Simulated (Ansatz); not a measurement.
# Cl2FH3NOTa: the cost of one run

All numbers below are computed with Ansatz 0.2.0 (RHF/def2-SVP).

**1. Starting point**

Bond lengths: Ta1–F2 1.930 Å, Ta1–Cl3 2.470 Å, Ta1–O4 2.020 Å, O4–H5 1.010 Å, Ta1–Cl6 2.470 Å, Ta1–N7 2.160 Å, N7–H8 1.060 Å, N7–H9 1.060 Å. Angles: F2–Ta1–Cl3 90.0°, F2–Ta1–O4 90.0°, F2–Ta1–Cl6 120.0°, F2–Ta1–N7 120.0°, Cl3–Ta1–O4 180.0°, Cl3–Ta1–Cl6 90.0°, Cl3–Ta1–N7 90.0°, O4–Ta1–Cl6 90.0°, O4–Ta1–N7 90.0°, Cl6–Ta1–N7 120.0°, Ta1–O4–H5 109.5°, Ta1–N7–H8 120.0°, Ta1–N7–H9 120.0°, H8–N7–H9 120.0°.

As a file:

```xyz
9

Ta    0.0000    0.0000    0.0000
F     1.9300    0.0000    0.0000
Cl    0.0000    0.0000    2.4700
O     0.0000    0.0000   -2.0200
H    -0.6343   -0.7100   -2.3571
Cl   -1.2350    2.1390    0.0000
N    -1.0800   -1.8706    0.0000
H    -1.8056   -2.0636    0.7482
H    -0.8844   -2.5955   -0.7482
```

**2. Preparing the start**

input.yaml

```yaml
crystal:
  periodic: [false, false, false]
  atoms:
    - { symbol: Ta, position_ang: [0.0, 0.0, 0.0] }
    - { symbol: F, position_ang: [1.93, 0.0, 0.0] }
    - { symbol: Cl, position_ang: [0.0, 0.0, 2.47] }
    - { symbol: O, position_ang: [0.0, 0.0, -2.02] }
    - { symbol: H, position_ang: [-0.6343, -0.71, -2.3571] }
    - { symbol: Cl, position_ang: [-1.235, 2.139, 0.0] }
    - { symbol: "N", position_ang: [-1.08, -1.8706, 0.0] }
    - { symbol: H, position_ang: [-1.8056, -2.0636, 0.7482] }
    - { symbol: H, position_ang: [-0.8844, -2.5955, -0.7482] }
basis:
  gaussian: { orbitals: def2-SVP }
hamiltonian:
  xc: hf
relax:
  f_tol: 0.02
  max_steps: 40
output:
  orbitals: {}
```

On the command line:

```
> ansatz run input.yaml --threads 4 --pin off --max-ram 5120MiB --backend cpu --events-out ev --progress --plain --runs-dir out
```

Q: Estimate wall time and peak memory on 4 threads of Intel Xeon at 2.60GHz (Ice Lake), shared host.

About 23 s, with a peak of 0.32 GiB.
